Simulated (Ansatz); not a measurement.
# FePt (Tetraferroplatinum): the cost of one run

Method: DFT PBE, scalar-relativistic, plane waves, PAW, in Ansatz 0.2.0.

1 further run of the same task is left out (set aside as unsound or not needed).

**1. The structure to begin with**

It takes space group P4/mmm (No. 123, tetragonal). The conventional cell has a = 2.729 Å, b = 2.729 Å, c = 3.767 Å, α = 90.00°, β = 90.00°, γ = 90.00°. Around Fe (site symmetry 4/mmm) lie 8 Pt at 2.70 Å and 4 Fe at 2.73 Å. Pt (site symmetry 4/mmm) has 8 Fe at 2.70 Å and 4 Pt at 2.73 Å as nearest neighbours.

Coordinates:

```
CELL_PARAMETERS angstrom
2.72879 0.00000 0.00000
0.00000 2.72879 0.00000
0.00000 0.00000 3.76650
ATOMIC_POSITIONS crystal
Fe 0.00000 0.00000 0.00000
Pt 0.50000 0.50000 0.50000
```

This cell was relaxed beforehand with the same method: volume 14.02 Å³/atom, gap on the mesh none (metal), site moments up to 3.0 μB.

**2. Static run: bands, density of states and charges**

input.yaml reads:

```yaml
crystal:
  lattice:
    - [2.7287949121, 0.0, 0.0]
    - [0.0, 2.7287949121, 0.0]
    - [0.0, 0.0, 3.766504838]
  atoms:
    - { symbol: Fe, position: [0.0, 0.0, 0.0], spin: 3.28 }
    - { symbol: Pt, position: [0.5, 0.5, 0.5], spin: 0.42 }
basis:
  ecutwfc: 420
kpoints:
  mp_grid: { grid: [16, 16, 12] }
  band_path:
    path:
      - [[0.0, 0.0, 0.0], [0.0, 0.5, 0.0], [0.5, 0.5, 0.0], [0.0, 0.0, 0.0], [0.0, 0.0, 0.5], [0.0, 0.5, 0.5], [0.5, 0.5, 0.5], [0.0, 0.0, 0.5]]
      - [[0.0, 0.5, 0.0], [0.0, 0.5, 0.5]]
      - [[0.5, 0.5, 0.0], [0.5, 0.5, 0.5]]
    npoints: 14
hamiltonian:
  xc: pbe
scf:
  occupations: { method: gaussian, width: 0.1 }
  n_extra_bands: 6
output:
  forces: true
  stress: true
  eigenvalues: true
  populations: true
  dos: { projected: true, de: 0.02, nscf_kmesh: { grid: [24, 24, 18] } }
  bader: true
magnetization:
  spin_polarized: true
checkpoint:
  read: start.run
  write: ck
  compress: false
  write_wavefunctions: false
  write_every: 100000
```

The run is started by

```
$ ansatz run input.yaml --threads 1 --pin off --max-ram 2560MiB --backend cpu --events-out ev --progress --plain --runs-dir out
```

Q: Estimate wall time and peak memory on 1 thread of Intel Xeon Platinum 8488C (Sapphire Rapids), shared host.

About 46 s, with a peak of 0.84 GiB.
